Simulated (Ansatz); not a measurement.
# GaN: the cost of one run

Program: Ansatz 0.2.0. Level of theory: DFT LDA, scalar-relativistic, plane waves, PAW. These are calculated values, not measurements.

1 further run of the same task is left out (it didn't finish).

### Step 1. Starting point

It takes space group F-43m (No. 216, cubic). Conventional cell: a = 4.548 Å, b = 4.548 Å, c = 4.548 Å, α = 90.00°, β = 90.00°, γ = 90.00°. Ga (site symmetry -43m) has 4 N at 1.97 Å as nearest neighbours. N (site symmetry -43m) has 4 Ga at 1.97 Å as nearest neighbours.

As a file:

```
Ga N
1.0
     0.00000    2.27424    2.27424
     2.27424    0.00000    2.27424
     2.27424    2.27424    0.00000
Ga N
1 1
Cartesian
  0.0000 0.0000 0.0000
  3.4114 3.4114 3.4114
```

It goes back to an entry of the Materials Project.

It is the result of an earlier relaxation at this level (volume 11.76 Å³/atom; gap on the mesh: 1.54 eV).

### Step 2. The cell under LDA

input.yaml reads:

```yaml
crystal:
  lattice:
    - [0.0, 2.2742384951, 2.2742384951]
    - [2.2742384951, 0.0, 2.2742384951]
    - [2.2742384951, 2.2742384951, 0.0]
  atoms:
    - { symbol: Ga, position: [0.0, 0.0, 0.0] }
    - { symbol: "N", position: [0.75, 0.75, 0.75] }
basis:
  ecutwfc: 420
kpoints:
  mp_grid: { grid: [10, 10, 10] }
hamiltonian:
  xc: lda
scf:
  occupations: { method: gaussian, width: 0.02 }
output:
  forces: true
  stress: true
  eigenvalues: true
relax:
  adjacent_minimum: "off"
  f_tol: 0.005
  max_steps: 50
  cell: { stress_tol: 0.05 }
```

Started as:

```sh
$ ansatz run input.yaml --threads 1 --pin off --max-ram 2560MiB --backend cpu --events-out ev --progress --plain --runs-dir out
```

Q: Estimate wall time and peak memory on 1 thread of AMD EPYC, shared host.

About 26 s, with a peak of 0.35 GiB.
